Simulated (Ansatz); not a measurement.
A run of Ansatz 0.2.0:

input.yaml

```yaml
crystal:
  lattice:
    - [2.4227077728, 1.3987509848, 3.3172919545]
    - [-2.4227077728, 1.3987509848, 3.3172919545]
    - [0.0, -2.7975019696, 3.3172919545]
  atoms:
    - { symbol: Bi, position: [0.504488, 0.499858, 0.497606] }
    - { symbol: Te, position: [-0.005495, 0.00737, 0.004728] }
kpoints:
  mp_grid: { grid: [7, 7, 7] }
scf:
  occupations: { method: fermi_dirac, width: 0.05 }
hamiltonian:
  xc: pbesol
  pseudopotentials: { kind: all_electron, lapw: { basis_error: 0.001 } }
output:
  forces: true
  stress: true
  eigenvalues: true
  populations: true
```

Potentials or basis: all-electron LAPW, scalar-relativistic.

Launch:

```console
$ ansatz run input.yaml --threads 1 --pin off --max-ram 3072MiB --backend cpu --events-out ev --progress --plain --runs-dir out
```

Hardware: 1 thread of Arm Neoverse V1, on a shared host.

Q: How long does it take, and how much memory?

A: It took 100 s on 1 thread of Arm Neoverse V1 (shared host), peak memory 0.63 GiB. Counts: scf iterations 7, plane waves 367, k points 172, bands 37.
